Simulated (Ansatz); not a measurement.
# AlClF2H3N: the cost of one run

Program: Ansatz 0.2.0. Level of theory: RKS PBE0-D4/def2-SVP. These are calculated values, not measurements.

**1. Starting point**

Bond lengths: Al1–N2 2.237 Å, Al1–F3 1.639 Å, Al1–F4 1.642 Å, Al1–Cl6 2.601 Å, N2–H7 1.011 Å, N2–H8 1.011 Å. Angles: Al1–N2–H7 122.2°, Al1–N2–H8 121.5°, H7–N2–H8 110.6°, N2–Al1–F3 113.3°, N2–Al1–F4 111.4°, N2–Al1–Cl6 75.3°, F3–Al1–F4 123.0°, F3–Al1–Cl6 113.2°, F4–Al1–Cl6 110.9°.

Structure file:

```xyz
8

Al   -1.0863   -0.2177   -0.4044
N     1.0353    0.4486   -0.1592
F    -1.2652   -1.4176   -1.5068
F    -2.1299    1.0437   -0.2788
H     0.7637   -0.1633    0.9959
Cl   -0.3913   -1.0825    1.9482
H     1.8054   -0.0278   -0.6087
H     1.2682    1.4166    0.0139
```

**2. A restrained relaxation towards end A**

Springs on the bonds that form and break draw the guess towards this end; the thresholds are loose.

input.yaml

```yaml
crystal:
  periodic: [false, false, false]
  atoms:
    - { symbol: Al, position_ang: [-1.0863, -0.2177, -0.4044] }
    - { symbol: "N", position_ang: [1.0353, 0.4486, -0.1592] }
    - { symbol: F, position_ang: [-1.2652, -1.4176, -1.5068] }
    - { symbol: F, position_ang: [-2.1299, 1.0437, -0.2788] }
    - { symbol: H, position_ang: [0.7637, -0.1633, 0.9959] }
    - { symbol: Cl, position_ang: [-0.3913, -1.0825, 1.9482] }
    - { symbol: H, position_ang: [1.8054, -0.0278, -0.6087] }
    - { symbol: H, position_ang: [1.2682, 1.4166, 0.0139] }
basis:
  gaussian: { orbitals: def2-SVP }
hamiltonian:
  xc: pbe0
  dispersion: d4
relax:
  f_tol: 0.15
  max_steps: 25
  restrain:
    - { distance: [0, 5], at: 3.53, k: 30.0 }
    - { distance: [4, 1], at: 2.32, k: 30.0 }
    - { distance: [0, 1], at: 1.92, k: 30.0 }
    - { distance: [4, 5], at: 1.33, k: 30.0 }
```

Command:

```bash
$ ansatz run input.yaml --threads 2 --pin off --max-ram 3072MiB --backend cpu --events-out ev --progress --plain --runs-dir out
```

What time and memory should one allow on 2 threads of Arm Neoverse N1, shared host?

About 33 s, with a peak of 0.2 GiB.
